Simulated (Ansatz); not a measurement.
# Ca3H2: the cost of one run

Computed with Ansatz 0.2.0 (DFT PBE, scalar-relativistic, plane waves, PAW, unless a step's input says otherwise).

1 further run of the same task is left out (it didn't finish).

## (1) The starting structure

It takes space group P-62m (No. 189, hexagonal). Conventional cell: a = 4.743 Å, b = 4.743 Å, c = 4.684 Å, α = 90.00°, β = 90.00°, γ = 120.00°. Ca (site symmetry m2m) is surrounded by 6 Ca at 2.70 to 2.81 Å and 4 H at 2.81 Å. H (site symmetry -6) is surrounded by 3 H at 2.74 Å and 6 Ca at 2.81 Å.

Structure file:

```cif
data_structure
_symmetry_space_group_name_H-M 'P-62m'
_symmetry_Int_Tables_number 189
_cell_length_a 4.7427
_cell_length_b 4.7427
_cell_length_c 4.6841
_cell_angle_alpha 90.000
_cell_angle_beta 90.000
_cell_angle_gamma 120.000
_cell_volume 91.25
loop_
_atom_site_label
_atom_site_type_symbol
_atom_site_symmetry_multiplicity
_atom_site_Wyckoff_symbol
_atom_site_fract_x
_atom_site_fract_y
_atom_site_fract_z
_atom_site_occupancy
Ca1 Ca 3 g 0.34258 0.00000 0.50000 1
H1 H 2 c 0.33333 0.66667 0.00000 1
```

The cell is invented: random cell by space group and Wyckoff sites (P-62m, No. 189). Lengths come from tabulated atomic sizes and are only a guess.

## (2) A first look at the guess

input.yaml reads:

```yaml
crystal:
  lattice:
    - [4.74273383, 0.0, 0.0]
    - [-2.37136692, 4.10732798, 0.0]
    - [0.0, 0.0, 4.68406678]
  atoms:
    - { symbol: Ca, position: [0.34258271, 0.0, 0.5] }
    - { symbol: Ca, position: [0.0, 0.34258271, 0.5] }
    - { symbol: Ca, position: [0.65741729, 0.65741729, 0.5] }
    - { symbol: H, position: [0.33333333, 0.66666667, 0.0] }
    - { symbol: H, position: [0.66666667, 0.33333333, 0.0] }
basis:
  ecutwfc: 420
kpoints:
  mp_grid: { grid: [6, 6, 4] }
hamiltonian:
  xc: pbe
scf:
  occupations: { method: gaussian, width: 0.1 }
  lower_state_search: "off"
output:
  forces: true
  stress: true
  eigenvalues: true
```

Command:

```console
ansatz run input.yaml --threads 1 --pin off --max-ram 2560MiB --backend cpu --events-out ev --progress --plain --runs-dir out
```

What time and memory should one allow on 1 thread of Intel Xeon Platinum 8488C (Sapphire Rapids), shared host?

About 2.2 s, with a peak of 0.48 GiB.
